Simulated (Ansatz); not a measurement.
# AlF2H2Si: the cost of one run

All numbers below are computed with Ansatz 0.2.0 (RKS PBE/def2-SVP).

## Step 1: The system as given

Bond lengths: F1–Al2 1.730 Å, Al2–F3 1.733 Å, Al2–Si4 2.349 Å, Si4–H5 1.528 Å, Si4–H6 1.527 Å. Angles: F1–Al2–F3 97.5°, F1–Al2–Si4 130.0°, F3–Al2–Si4 132.0°, Al2–Si4–H5 98.4°, Al2–Si4–H6 98.2°, H5–Si4–H6 95.5°.

Structure file:

```xyz
6

F     1.5918   -0.2954    1.8132
Al    0.6613   -0.5184    0.3716
F     0.9841   -2.2075    0.1531
Si   -0.4277    1.0621   -0.9833
H    -1.5842    0.1870   -1.4633
H    -1.2253    1.7723    0.1086
```

## Step 2: End point A

File input.yaml:

```yaml
crystal:
  periodic: [false, false, false]
  atoms:
    - { symbol: F, position_ang: [1.59177, -0.29536, 1.81322] }
    - { symbol: Al, position_ang: [0.66127, -0.51844, 0.37163] }
    - { symbol: F, position_ang: [0.98411, -2.20751, 0.15313] }
    - { symbol: Si, position_ang: [-0.42769, 1.06208, -0.98329] }
    - { symbol: H, position_ang: [-1.5842, 0.18697, -1.46331] }
    - { symbol: H, position_ang: [-1.22527, 1.77226, 0.10862] }
total_charge: -1
basis:
  gaussian: { orbitals: def2-SVP }
hamiltonian:
  xc: pbe
relax:
  f_tol: 0.015
  max_steps: 40
```

Started as:

```sh
> ansatz run input.yaml --threads 1 --pin off --max-ram 2048MiB --backend cpu --events-out ev --progress --plain --runs-dir out
```

What time and memory should one allow on 1 thread of Intel Xeon Platinum 8559C (Emerald Rapids), shared host?

About 9.5 s, with a peak of 0.17 GiB.
